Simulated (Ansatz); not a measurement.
**BCl3H3N: a ladder of functionals and wavefunction methods**

One table from this session's results is given with a row withheld; the runs are named, their logs left out.

Computed with Ansatz 0.2.0, Gaussian basis. Level: functionals in def2-TZVPP, the program's frozen cores in correlated methods.

The runs, in order: LDA (SPW92), PBE-D4, revPBE-D4, BLYP-D4, r2SCAN-D4, B97M-V, PBE0-D4, B3LYP-D4, r2SCANh-D4, r2SCAN0-D4, HSE06-D4, BHLYP-D4, CAM-B3LYP-D4, LC-ωPBE, ωB97X-V, ωB97M-V, B2PLYP, PBE-QIDH; CCSD(T)/def2-SVP; CCSD(T)/def2-TZVPP; MP2/def2-QZVPP; extrapolation to the limit; RPA on PBE.

## The geometry

All runs share one geometry, relaxed beforehand with PBE0-D4 in a triple-zeta def2 set.

SMILES `[NH3+][B-](Cl)(Cl)Cl`, 8 atoms, charge 0, spin multiplicity 1.

Atoms are counted from 1 here; the program's logs count them from 0.

Bond lengths: N1–B2 1.614 Å, N1–H6 1.018 Å, N1–H7 1.018 Å, N1–H8 1.018 Å, B2–Cl3 1.827 Å, B2–Cl4 1.827 Å, B2–Cl5 1.827 Å. Angles: B2–N1–H6 109.8°, B2–N1–H7 109.8°, B2–N1–H8 109.8°, H6–N1–H7 109.2°, H6–N1–H8 109.2°, H7–N1–H8 109.2°, N1–B2–Cl3 105.1°, N1–B2–Cl4 105.1°, N1–B2–Cl5 105.1°, Cl3–B2–Cl4 113.5°, Cl3–B2–Cl5 113.5°, Cl4–B2–Cl5 113.5°.

Set-up of the first run:

in.yaml

```yaml
crystal:
  periodic: [false, false, false]
  atoms:
    - {symbol: N, position_ang: [-0.344830, -0.361111, 0.686627]}
    - {symbol: B, position_ang: [0.326845, 0.306141, -0.620745]}
    - {symbol: Cl, position_ang: [-0.637163, 1.827772, -0.926843]}
    - {symbol: Cl, position_ang: [0.148075, -0.946171, -1.939125]}
    - {symbol: Cl, position_ang: [2.063525, 0.626793, -0.152241]}
    - {symbol: H, position_ang: [-0.283370, 0.282869, 1.472086]}
    - {symbol: H, position_ang: [0.142409, -1.222783, 0.922322]}
    - {symbol: H, position_ang: [-1.323390, -0.570509, 0.502219]}
basis:
  gaussian: {orbitals: def2-TZVPP}
hamiltonian: {xc: lda}
output: {orbitals: {seedname: orbitals}}
```

Launch:

```console
ansatz run in.yaml --threads 4 --pin off --events-out ev --progress --plain --max-ram 10444MiB
```

Among the steps run: LDA; PBE-D4 (GGA); revPBE-D4 (GGA); BLYP-D4 (GGA); r2SCAN-D4 (meta-GGA); B97M-V (meta-GGA); B3LYP-D4 (hybrid); r2SCANh-D4 (hybrid); r2SCAN0-D4 (hybrid); HSE06-D4 (hybrid); BHLYP-D4 (hybrid); CAM-B3LYP-D4 (range-separated); LC-ωPBE (range-separated); ωB97X-V (range-separated); ωB97M-V (range-separated); B2PLYP (double hybrid); PBE-QIDH (double hybrid).

One of the session's tables, all rows but one given; the rest of the session is left out.

It belongs to the step «Orbital energies across the functionals». 

| functional | HOMO (eV) | gap (eV) |
| --- | --- | --- |
| LDA (SPW92) | -6.77 | 5.52 |
| PBE-D4 | -6.63 | 5.51 |
| revPBE-D4 | ? | ? |
| BLYP-D4 | -6.46 | 5.30 |
| r2SCAN-D4 | -6.98 | 6.58 |
| B97M-V | -7.09 | 6.17 |
| PBE0-D4 | -8.03 | 7.75 |
| B3LYP-D4 | -7.74 | 7.09 |
| r2SCANh-D4 | -7.49 | 7.34 |
| r2SCAN0-D4 | -8.26 | 8.45 |
| HSE06-D4 | -7.63 | 6.98 |
| BHLYP-D4 | -9.28 | 9.58 |
| CAM-B3LYP-D4 | -9.39 | 9.85 |
| LC-ωPBE | -10.84 | 12.64 |
| ωB97X-V | -10.45 | 12.04 |
| ωB97M-V | -10.28 | 11.41 |

Q: Estimate the row for revPBE-D4 from the others.

**Answer.** HOMO (eV): -6.57; gap (eV): 5.53. In the column «HOMO (eV)» it lies between PBE-D4 (-6.63) and BLYP-D4 (-6.46).
